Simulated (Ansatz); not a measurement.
# Cu (Copper): the cost of one run

Program: Ansatz 0.2.0. Level of theory: DFT PBEsol, scalar-relativistic, plane waves, PAW. These are calculated values, not measurements.

1 further run of the same task is left out (set aside as unsound or not needed).

### Step 1. The structure to begin with

Symmetry: Fm-3m, No. 225, cubic system. Conventional cell: a = 3.563 Å, b = 3.563 Å, c = 3.563 Å, α = 90.00°, β = 90.00°, γ = 90.00°. Cu (site symmetry m-3m) has 12 Cu at 2.52 Å as nearest neighbours.

Structure file:

```cif
data_structure
_symmetry_space_group_name_H-M 'P 1'
_symmetry_Int_Tables_number 1
_cell_length_a 2.5197
_cell_length_b 2.5197
_cell_length_c 2.5197
_cell_angle_alpha 60.000
_cell_angle_beta 60.000
_cell_angle_gamma 60.000
_cell_volume 11.31
loop_
_atom_site_label
_atom_site_type_symbol
_atom_site_fract_x
_atom_site_fract_y
_atom_site_fract_z
_atom_site_occupancy
Cu1 Cu 0.00000 0.00000 0.00000 1
```

It is the result of an earlier relaxation at this level (volume 11.31 Å³/atom; gap on the mesh: none (metal)).

### Step 2. Bulk reference on the slab's mesh

The input, input.yaml:

```yaml
crystal:
  lattice:
    - [2.5196845595, 0.0, 0.0]
    - [-1.2598422798, 6.5463325142, 0.0]
    - [0.0, 2.4245675979, 0.685771276]
  atoms:
    - { symbol: Cu, position: [0.0, 0.0, 0.0] }
basis:
  ecutwfc: 420
kpoints:
  mp_grid: { grid: [14, 6, 49] }
hamiltonian:
  xc: pbesol
scf:
  occupations: { method: gaussian, width: 0.1 }
output:
  forces: true
  stress: true
  eigenvalues: true
```

Started as:

```sh
ansatz run input.yaml --threads 4 --pin off --max-ram 10240MiB --backend cpu --events-out ev --progress --plain --runs-dir out
```

What time and memory should one allow on 4 threads of Arm Neoverse V1, shared host?

About 6.1 s, with a peak of 0.62 GiB.
